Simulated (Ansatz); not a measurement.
# W2N3: the cost of one run

Method: DFT PBE+D3(BJ), scalar-relativistic, plane waves, PAW, in Ansatz 0.2.0.

## (1) Starting point

It takes space group P6_3/mmc (No. 194, hexagonal). The conventional cell has a = 2.919 Å, b = 2.919 Å, c = 15.835 Å, α = 90.00°, β = 90.00°, γ = 120.00°. W (site symmetry 3m) is surrounded by 6 N at 2.02 to 2.24 Å. N (site symmetry 3m) is surrounded by 3 W at 2.02 Å. N (site symmetry -6m2) has 6 W at 2.24 Å as nearest neighbours.

Coordinates:

```
W N
1.0
     2.91940    0.00000    0.00000
    -1.45970    2.52827    0.00000
     0.00000    0.00000   15.83540
W N
4 6
Direct
  0.66667 0.33333 0.15716
  0.33333 0.66667 0.84284
  0.33333 0.66667 0.65716
  0.66667 0.33333 0.34284
  0.66667 0.33333 0.91353
  0.33333 0.66667 0.08647
  0.33333 0.66667 0.41352
  0.66667 0.33333 0.58647
  0.66667 0.33333 0.75000
  0.33333 0.66667 0.25000
```

The structure comes from the Materials Project (structure only).

(A quick probe on a coarse mesh, which set the mesh and smearing, is not shown.)

## (3) The relaxation

input.yaml

```yaml
crystal:
  lattice:
    - [2.9193980729, 0.0, 0.0]
    - [-1.4596990364, 2.5282728948, 0.0]
    - [0.0, 0.0, 15.835401]
  atoms:
    - { symbol: W, position: [0.66666667, 0.33333333, 0.157163] }
    - { symbol: W, position: [0.33333333, 0.66666667, 0.842837] }
    - { symbol: W, position: [0.33333333, 0.66666667, 0.657163] }
    - { symbol: W, position: [0.66666667, 0.33333333, 0.342837] }
    - { symbol: "N", position: [0.66666667, 0.33333333, 0.913525] }
    - { symbol: "N", position: [0.33333333, 0.66666667, 0.086475] }
    - { symbol: "N", position: [0.33333333, 0.66666667, 0.413525] }
    - { symbol: "N", position: [0.66666667, 0.33333333, 0.586475] }
    - { symbol: "N", position: [0.66666667, 0.33333333, 0.75] }
    - { symbol: "N", position: [0.33333333, 0.66666667, 0.25] }
basis:
  ecutwfc: 420
kpoints:
  mp_grid: { grid: [12, 12, 4] }
hamiltonian:
  xc: pbe
  dispersion: d3bj
scf:
  occupations: { method: gaussian, width: 0.1 }
output:
  forces: true
  stress: true
  eigenvalues: true
  write_density: true
  write_potential: true
  elf: true
  volumetric_format: npy
relax:
  adjacent_minimum: "off"
  f_tol: 0.005
  max_steps: 80
  cell: { stress_tol: 0.05 }
```

On the command line:

```
$ ansatz run input.yaml --threads 2 --pin off --max-ram 5120MiB --backend cpu --events-out ev --progress --plain --runs-dir out
```

Q: Estimate wall time and peak memory on 2 threads of Intel Xeon at 2.50GHz (Skylake/Cascade Lake), shared host.

About 6.7 min, with a peak of 0.61 GiB.
